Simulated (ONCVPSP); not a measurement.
# Bi: generating and testing an ONCV potential

Aim: build the potential from the settings below, then test how well it stands in for the atom: other configurations, scattering, ghost states and the plane-wave cutoff that it needs.

Method: ONCVPSP 4.0.1, PBE, fully relativistic.

## (1) The design

The settings as typed:

| Item | Value |
| --- | --- |
| element | bismuth (Bi, Z = 83) |
| type | optimised norm-conserving Vanderbilt (ONCV) |
| frozen core | [Xe] 4f14 5d10 |
| valence charge | 5 |
| reference configuration | 6s2 6p1.5 (charge +1.5) |
| partial waves | 6s: rc 1.90 bohr, ncon 4, nbas 9, qcut 2.8 1/bohr, local; 6p: rc 1.90 bohr, ncon 4, nbas 7, qcut 3.9 1/bohr, 2 projectors, debl 1 Ha |
| local potential | the s channel |
| core correction | Teter function, fcfact 3.5, rcfact 1.15 |

The nodes and maxima of the atom's own shells, from an earlier all-electron run, set the scale for the radii.

All-electron outer shells of the reference configuration (PBE, scalar-relativistic, ld1.x):

| shell | level (eV) | outermost node (bohr) | outermost maximum (bohr) |
| --- | --- | --- | --- |
| 5p | -108.57 | 0.48 | 0.86 |
| 5d | -39.73 | 0.51 | 1.03 |
| 6s | -26.31 | 0.98 | 1.86 |
| 6p | -15.22 | 1.14 | 2.32 |

## (2) Generation

Contents of Bi.dat:

```
# ATOM AND REFERENCE CONFIGURATION
# atsym  z   nc   nv     iexc    psfile
  Bi 83.00   13    2        4      upf
#
#   n    l    f
    1    0    2.00
    2    0    2.00
    2    1    6.00
    3    0    2.00
    3    1    6.00
    3    2   10.00
    4    0    2.00
    4    1    6.00
    4    2   10.00
    4    3   14.00
    5    0    2.00
    5    1    6.00
    5    2   10.00
    6    0    2.00
    6    1    1.50
#
# PSEUDOPOTENTIAL AND OPTIMIZATION
# lmax
    1
#
#   l,   rc,      ep,       ncon, nbas, qcut
    0    1.90    0.00    4    9    2.80
    1    1.90    0.00    4    7    3.90
#
# LOCAL POTENTIAL
# lloc, lpopt,  rc(5),   dvloc0
    0    5    1.90    0.00
#
# VANDERBILT-KLEINMAN-BYLANDER PROJECTORs
# l, nproj, debl
    0    0    2.10
    1    2    1.00
#
# MODEL CORE CHARGE
# icmod, fcfact, rcfact
    3    3.50    1.15
#
# LOG DERIVATIVE ANALYSIS
# epsh1, epsh2, depsh
   -2.00    5.00    0.02
#
# OUTPUT GRID
# rlmax, drl
    6.00    0.01
#
# TEST CONFIGURATIONS
# ncnf
    4
# nvcnf
#   n    l    f
    2
    6    0    2.00
    6    1    3.00
#
    2
    6    0    2.00
    6    1    2.00
#
    2
    6    0    2.00
    6    1    1.00
#
    2
    6    0    0.00
    6    1    5.00
#
```

Run with:

```bash
$ oncvpspr.x < Bi.dat > Bi.out
```

Q: Predict the outcome of this session. Wanted: cutoffs for 1 and 0.1 mHa per electron, occupied waves; bound ghosts; GHOST(+) flags; largest test error; largest phase difference near zero energy, channels read; rms error of d²Exc/dn², without and with the model core.

**Answer**, as computed:

| quantity | value |
| --- | --- |
| cutoffs for 1 and 0.1 mHa per electron, occupied waves | 49 Ha and 65 Ha |
| bound ghosts | p3/2 at -75.85 eV |
| GHOST(+) flags | p1/2 at 563 eV, p1/2 at 1052 eV (1 near or above the test basis's cutoff) |
| largest test error (AE − PS) | +87 meV, for 6s0 6p5 |
| largest phase difference near zero energy, channels read | 0.024 rad |
| rms error of d²Exc/dn², without and with the model core | 14.32 and 8.80 mHa |

What this shows: A bound ghost (p3/2) makes it unfit for use: electrons can fall into a state that the atom doesn't have. The worst unpolarised test, 6s0 6p5, is off by 87 meV on 5.2 eV; by total energies transferability rates as fair. By its cutoff, 49 Ha for the looser tolerance, it is hard. At the looser tolerance the 6s wave is the slowest; 6p needs 34 Ha. Near zero energy the phases of the channels with partial waves agree within 0.024 rad. In the s channel the atom's pole at 1.45 Ha sits lower, at 0.96 Ha, in the pseudo curve. The program also flags highly localised states, GHOST(+) (p1/2). These are tests on the free atom; a crystal test is still owed.
